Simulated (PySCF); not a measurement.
# N: dipole response in dyall-av2z

How polarisable is N at the levels listed below?

Program: PySCF 2.14.0. Level of theory: unrestricted determinants in a Gaussian basis, no spin-orbit coupling in the energies. These are calculated values, not measurements, unless marked.

**1. Starting point**

* Element: nitrogen (Z = 7)
* Basis: dyall-av2z (11s7p2d, 42 functions)
* Hamiltonian: no relativity, point nucleus
* State 1: N: [He] 2s2 2p3, high-spin 4S determinant
* Methods: UHF, PBE, PBE0, revPBE, CAM-B3LYP

Outer shells as boxes (Hund's rule):

N [He] 2s2 2p3
```
[He] core
2s [↑↓]
2p [↑ ][↑ ][↑ ]
```

The runs were made by one driver on top of PySCF. The scripts below sum up each run's settings (the driver also hands on starting orbitals that pick excited configurations, and frozen orbitals as a list rather than a count), and the logs come from the driver's own runs. The driver starts from symmetry-adapted Hartree-Fock orbitals, holds the occupation by maximum overlap and uses a logarithmic radial grid for functionals, so a plain start would take other cycles.

The integrals over 42 functions and the set-up took 0.09 s of CPU time.

**2. N**

UHF:

The input, input.py:

```python
from pyscf import gto, scf, dft, mp, cc
import basis_set_exchange as bse
mol = gto.M(atom="N 0 0 0", charge=0, spin=3, symmetry="D2h",
            basis=gto.basis.parse(bse.get_basis("dyall-av2z", elements=["N"], fmt="nwchem")))
mf = scf.UHF(mol)
mf.irrep_nelec = {'Ag': (2, 2), 'B1u': (1, 0), 'B2u': (1, 0), 'B3u': (1, 0)}
mf.kernel()
```

What it wrote:

```text
damping factor = 0
level_shift factor = 0
DIIS = <class 'pyscf.scf.diis.CDIIS'>
diis_start_cycle = 1
diis_space = 10
diis_damp = 0
SCF conv_tol = 1e-09
SCF conv_tol_grad = None
number electrons alpha = 5  beta = 2
cycle= 1 E= -54.4027092378106  delta_E= -1.61e-11  |g|= 1.14e-06  |ddm|= 8.96e-06
converged SCF energy = -54.4027092378106  <S^2> = 3.757848  2S+1 = 4.0039221
```

It used 0.46 s of CPU time after the integrals (shared host).

The occupied shells:

```tsv
shell	electrons	mean orbital energy (eV)	spread (eV)	rms radius (bohr)
1s α	1	-426.42	0	0.265
1s β	1	-423.98	0	0.265
2s α	1	-31.650	0	1.48
2s β	1	-19.758	0	1.48
2p α	3	-15.536	0	1.59
```

⟨S²⟩ = 3.758, ⟨L²⟩ = 0.00.

The driver then solved the coupled dipole response at imaginary frequencies: mean α = 6.829 bohr³, C₆ = 22.08 au for a like pair.

PBE:

input.py differs from the last one in:

```diff
@@ -4,3 +4,3 @@
             basis=gto.basis.parse(bse.get_basis("dyall-av2z", elements=["N"], fmt="nwchem")))
-mf = scf.UHF(mol)
+mf = dft.UKS(mol, xc="PBE")
 mf.irrep_nelec = {'Ag': (2, 2), 'B1u': (1, 0), 'B2u': (1, 0), 'B3u': (1, 0)}
```

What it wrote:

```text
damping factor = 0
level_shift factor = 0
DIIS = <class 'pyscf.scf.diis.CDIIS'>
diis_start_cycle = 1
diis_space = 10
diis_damp = 0
SCF conv_tol = 1e-09
SCF conv_tol_grad = None
number electrons alpha = 5  beta = 2
XC functionals = PBE
    J. P. Perdew, K. Burke, and M. Ernzerhof.,  Phys. Rev. Lett. 77, 3865 (1996)
    J. P. Perdew, K. Burke, and M. Ernzerhof.,  Phys. Rev. Lett. 78, 1396 (1997)
    J. P. Perdew, K. Burke, and M. Ernzerhof.,  Phys. Rev. Lett. 77, 3865 (1996)
    J. P. Perdew, K. Burke, and M. Ernzerhof.,  Phys. Rev. Lett. 78, 1396 (1997)
cycle= 1 E= -54.5338491272871  delta_E= -0.0057  |g|= 0.0112  |ddm|= 0.0938
cycle= 2 E= -54.5338661178336  delta_E= -1.7e-05  |g|= 0.00939  |ddm|= 0.0149
cycle= 3 E= -54.5339069930367  delta_E= -4.09e-05  |g|= 0.000648  |ddm|= 0.00604
cycle= 4 E= -54.5339071507924  delta_E= -1.58e-07  |g|= 6.83e-05  |ddm|= 0.000388
cycle= 5 E= -54.5339071530766  delta_E= -2.28e-09  |g|= 7.02e-06  |ddm|= 5.62e-05
cycle= 6 E= -54.5339071531024  delta_E= -2.58e-11  |g|= 8.49e-08  |ddm|= 4.63e-06
converged SCF energy = -54.5339071531024  <S^2> = 3.7524828  2S+1 = 4.0012412
```

It used 0.96 s of CPU time after the integrals (shared host).

The driver then solved the coupled dipole response at imaginary frequencies: mean α = 7.463 bohr³, C₆ = 25.33 au for a like pair.

PBE0:

input.py differs from the last one in:

```diff
@@ -4,3 +4,3 @@
             basis=gto.basis.parse(bse.get_basis("dyall-av2z", elements=["N"], fmt="nwchem")))
-mf = dft.UKS(mol, xc="PBE")
+mf = dft.UKS(mol, xc="PBE0")
 mf.irrep_nelec = {'Ag': (2, 2), 'B1u': (1, 0), 'B2u': (1, 0), 'B3u': (1, 0)}
```

What it wrote:

```text
damping factor = 0
level_shift factor = 0
DIIS = <class 'pyscf.scf.diis.CDIIS'>
diis_start_cycle = 1
diis_space = 10
diis_damp = 0
SCF conv_tol = 1e-09
SCF conv_tol_grad = None
number electrons alpha = 5  beta = 2
XC functionals = PBE0
    C. Adamo and V. Barone.,  J. Chem. Phys. 110, 6158 (1999)
    M. Ernzerhof and G. E. Scuseria.,  J. Chem. Phys. 110, 5029 (1999)
cycle= 1 E= -54.5447379876067  delta_E= -0.00298  |g|= 0.00746  |ddm|= 0.0613
cycle= 2 E= -54.5447731667663  delta_E= -3.52e-05  |g|= 0.00121  |ddm|= 0.00888
cycle= 3 E= -54.5447746258369  delta_E= -1.46e-06  |g|= 0.000157  |ddm|= 0.00185
cycle= 4 E= -54.5447746469299  delta_E= -2.11e-08  |g|= 1.26e-05  |ddm|= 0.000225
cycle= 5 E= -54.544774646987  delta_E= -5.7e-11  |g|= 5.88e-06  |ddm|= 1.1e-05
converged SCF energy = -54.544774646987  <S^2> = 3.7529924  2S+1 = 4.0014959
```

It used 1.2 s of CPU time after the integrals (shared host).

The driver then solved the coupled dipole response at imaginary frequencies: mean α = 7.150 bohr³, C₆ = 23.97 au for a like pair.

revPBE:

input.py differs from the last one in:

```diff
@@ -4,3 +4,3 @@
             basis=gto.basis.parse(bse.get_basis("dyall-av2z", elements=["N"], fmt="nwchem")))
-mf = dft.UKS(mol, xc="PBE0")
+mf = dft.UKS(mol, xc="PBE_R,PBE")
 mf.irrep_nelec = {'Ag': (2, 2), 'B1u': (1, 0), 'B2u': (1, 0), 'B3u': (1, 0)}
```

What it wrote:

```text
damping factor = 0
level_shift factor = 0
DIIS = <class 'pyscf.scf.diis.CDIIS'>
diis_start_cycle = 1
diis_space = 10
diis_damp = 0
SCF conv_tol = 1e-09
SCF conv_tol_grad = None
number electrons alpha = 5  beta = 2
XC functionals = PBE_R,PBE
    Y. Zhang and W. Yang.,  Phys. Rev. Lett. 80, 890 (1998)
    J. P. Perdew, K. Burke, and M. Ernzerhof.,  Phys. Rev. Lett. 77, 3865 (1996)
    J. P. Perdew, K. Burke, and M. Ernzerhof.,  Phys. Rev. Lett. 78, 1396 (1997)
cycle= 1 E= -54.5893638832249  delta_E= -0.00492  |g|= 0.0109  |ddm|= 0.0939
cycle= 2 E= -54.5893827660804  delta_E= -1.89e-05  |g|= 0.00931  |ddm|= 0.0148
cycle= 3 E= -54.5894240268591  delta_E= -4.13e-05  |g|= 0.000564  |ddm|= 0.00598
cycle= 4 E= -54.5894241243832  delta_E= -9.75e-08  |g|= 0.000103  |ddm|= 0.000324
cycle= 5 E= -54.5894241297006  delta_E= -5.32e-09  |g|= 4.37e-06  |ddm|= 7.67e-05
cycle= 6 E= -54.5894241297101  delta_E= -9.56e-12  |g|= 1.52e-07  |ddm|= 2.99e-06
converged SCF energy = -54.5894241297101  <S^2> = 3.7526459  2S+1 = 4.0013227
```

CPU time 1 s on a shared host, the integrals not counted.

The driver then solved the coupled dipole response at imaginary frequencies: mean α = 7.487 bohr³, C₆ = 25.45 au for a like pair.

CAM-B3LYP:

input.py differs from the last one in:

```diff
@@ -4,3 +4,3 @@
             basis=gto.basis.parse(bse.get_basis("dyall-av2z", elements=["N"], fmt="nwchem")))
-mf = dft.UKS(mol, xc="PBE_R,PBE")
+mf = dft.UKS(mol, xc="CAMB3LYP")
 mf.irrep_nelec = {'Ag': (2, 2), 'B1u': (1, 0), 'B2u': (1, 0), 'B3u': (1, 0)}
```

What it wrote:

```text
damping factor = 0
level_shift factor = 0
DIIS = <class 'pyscf.scf.diis.CDIIS'>
diis_start_cycle = 1
diis_space = 10
diis_damp = 0
SCF conv_tol = 1e-09
SCF conv_tol_grad = None
number electrons alpha = 5  beta = 2
XC functionals = CAMB3LYP
    T. Yanai, D. P. Tew, and N. C. Handy.,  Chem. Phys. Lett. 393, 51 (2004)
cycle= 1 E= -54.5837870468301  delta_E= -0.00478  |g|= 0.0106  |ddm|= 0.0715
cycle= 2 E= -54.5838606144988  delta_E= -7.36e-05  |g|= 0.00315  |ddm|= 0.0119
cycle= 3 E= -54.5838653502423  delta_E= -4.74e-06  |g|= 0.00115  |ddm|= 0.00334
cycle= 4 E= -54.5838660324839  delta_E= -6.82e-07  |g|= 0.000127  |ddm|= 0.000753
cycle= 5 E= -54.5838660490303  delta_E= -1.65e-08  |g|= 6.84e-06  |ddm|= 0.000205
cycle= 6 E= -54.5838660490664  delta_E= -3.61e-11  |g|= 4.54e-07  |ddm|= 8.81e-06
converged SCF energy = -54.5838660490664  <S^2> = 3.7532393  2S+1 = 4.0016193
```

CPU time 1.6 s on a shared host, the integrals not counted.

The driver then solved the coupled dipole response at imaginary frequencies: mean α = 7.061 bohr³, C₆ = 23.63 au for a like pair.

Radial density 4πr²ρ of N at UHF:

```tsv
r (bohr)	density	spin density
0.00416	0.0421	0.000
0.00699	0.115	0.000
0.0118	0.303	0.000
0.0198	0.768	0.001
0.0333	1.80	0.002
0.0559	3.72	0.005
0.0941	6.22	0.017
0.158	7.37	0.072
0.266	5.08	0.289
0.448	2.38	0.926
0.753	3.09	1.855
1.27	3.16	1.797
2.13	1.10	0.644
3.58	0.0934	0.060
6.03	0.000843	0.001
```

**3. Polarisabilities and C₆**

N, in atomic units:

```tsv
method	mean α	C₆ (like pair)	S(−4)
UHF	6.829	22.08	26.09
PBE	7.463	25.33	31.20
PBE0	7.150	23.97	27.26
revPBE	7.487	25.45	31.47
CAM-B3LYP	7.061	23.63	26.11
```

Reference α: 7.4 ± 0.2 bohr³ (recommended; Schwerdtfeger and Nagle, table of static dipole polarizabilities (2023 update)). Published C₆: 24.20 (Chu and Dalgarno (2004); Tang, Norbeck and Certain (1976)).

α(iu) at CAM-B3LYP:

```tsv
u (hartree)	α(iu) (bohr³)
0	7.061
0.0500	6.997
0.100	6.815
0.200	6.213
0.300	5.495
0.500	4.189
0.750	3.001
1.00	2.203
1.50	1.298
2.00	0.8457
3.00	0.4387
5.00	0.1801
```

**4. Summary of results**

```
quantity                                                 value
  α of N  6.829 (UHF) to 7.487 (revPBE) bohr³; reference 7.400
```

For N PBE is nearest the reference (+1 %). The basis is finite, and no extrapolation was made.
